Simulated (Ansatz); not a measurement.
**CH₆GeO₄: one species, many methods**

An exercise on one series of results from a longer session: the logs are not shown, and one member is left open.

Program: Ansatz 0.2.0, Gaussian basis. Level of theory: functionals in def2-TZVPP, the program's frozen cores in correlated methods. These are calculated values, not measurements.

Levels to be run: LDA (SPW92), PBE-D4, revPBE-D4, BLYP-D4, r2SCAN-D4, B97M-V, PBE0-D4, B3LYP-D4, r2SCANh-D4, r2SCAN0-D4, HSE06-D4, BHLYP-D4, CAM-B3LYP-D4, LC-ωPBE, ωB97X-V, ωB97M-V, B2PLYP, PBE-QIDH; CCSD(T)/def2-SVP; MP2/def2-TZVPP; MP2/def2-QZVPP; RPA on PBE.

## Structure used throughout

All runs share one geometry, relaxed beforehand with PBE0-D4 in a triple-zeta def2 set.

12 atoms, charge 0, spin multiplicity 1.

Atoms are counted from 1 here; the program's logs count them from 0.

Bond lengths: C1–O2 1.415 Å, C1–H7 1.091 Å, C1–H8 1.095 Å, C1–H9 1.095 Å, O2–Ge3 1.752 Å, Ge3–O4 1.757 Å, Ge3–O5 1.757 Å, Ge3–O6 1.757 Å, O4–H10 0.961 Å, O5–H11 0.961 Å, O6–H12 0.961 Å. Angles: O2–C1–H7 107.4°, O2–C1–H8 111.9°, O2–C1–H9 111.9°, H7–C1–H8 108.6°, H7–C1–H9 108.6°, H8–C1–H9 108.4°, C1–O2–Ge3 119.3°, O2–Ge3–O4 102.3°, O2–Ge3–O5 113.2°, O2–Ge3–O6 113.1°, O4–Ge3–O5 113.3°, O4–Ge3–O6 113.3°, O5–Ge3–O6 102.1°, Ge3–O4–H10 111.9°, Ge3–O5–H11 112.0°, Ge3–O6–H12 112.0°.

The first run:

The input, in.yaml:

```yaml
crystal:
  periodic: [false, false, false]
  atoms:
    - {symbol: C, position_ang: [-0.642467, -1.341673, 1.249415]}
    - {symbol: O, position_ang: [0.520724, -0.777355, 0.674858]}
    - {symbol: Ge, position_ang: [0.357692, 0.520142, -0.491726]}
    - {symbol: O, position_ang: [2.030281, 0.873264, -0.896023]}
    - {symbol: O, position_ang: [-0.615843, 0.077694, -1.885520]}
    - {symbol: O, position_ang: [-0.513364, 1.909222, 0.139062]}
    - {symbol: H, position_ang: [-0.319938, -2.115336, 1.948350]}
    - {symbol: H, position_ang: [-1.289181, -1.801686, 0.494366]}
    - {symbol: H, position_ang: [-1.229291, -0.597866, 1.799298]}
    - {symbol: H, position_ang: [2.100240, 1.579592, -1.543351]}
    - {symbol: H, position_ang: [-0.245402, -0.670957, -2.359721]}
    - {symbol: H, position_ang: [-0.076352, 2.289958, 0.904992]}
basis:
  gaussian: {orbitals: def2-TZVPP}
hamiltonian: {xc: lda}
output: {orbitals: {seedname: orbitals}}
```

Launch:

```
ansatz run in.yaml --threads 4 --pin off --events-out ev --progress --plain --max-ram 11315MiB
```

Steps of the session up to this table: LDA; PBE-D4 (GGA); revPBE-D4 (GGA); BLYP-D4 (GGA); r2SCAN-D4 (meta-GGA); B97M-V (meta-GGA); PBE0-D4 (hybrid); B3LYP-D4 (hybrid); r2SCANh-D4 (hybrid); r2SCAN0-D4 (hybrid); HSE06-D4 (hybrid); BHLYP-D4 (hybrid); CAM-B3LYP-D4 (range-separated); LC-ωPBE (range-separated); ωB97X-V (range-separated); ωB97M-V (range-separated); B2PLYP (double hybrid); PBE-QIDH (double hybrid).

One table of the session follows, with a row left open; its other results are not shown here.

It belongs to the step «Frontier levels by functional». 

| functional | HOMO (eV) | gap (eV) |
| --- | --- | --- |
| LDA (SPW92) | -6.78 | 5.29 |
| PBE-D4 | -6.63 | 5.39 |
| revPBE-D4 | ? | ? |
| BLYP-D4 | -6.55 | 5.30 |
| r2SCAN-D4 | -6.99 | 6.24 |
| B97M-V | -7.10 | 6.13 |
| PBE0-D4 | -8.29 | 8.04 |
| B3LYP-D4 | -8.04 | 7.41 |
| r2SCANh-D4 | -7.61 | 7.20 |
| r2SCAN0-D4 | -8.55 | 8.62 |
| HSE06-D4 | -7.88 | 7.26 |
| BHLYP-D4 | -9.91 | 10.44 |
| CAM-B3LYP-D4 | -9.79 | 10.38 |
| LC-ωPBE | -11.14 | 13.13 |
| ωB97X-V | -10.80 | 12.57 |
| ωB97M-V | -10.73 | 12.13 |

**Question.** Estimate the row for revPBE-D4.

**Answer.** HOMO (eV): -6.56; gap (eV): 5.46. In the column «HOMO (eV)» it lies between PBE-D4 (-6.63) and BLYP-D4 (-6.55).
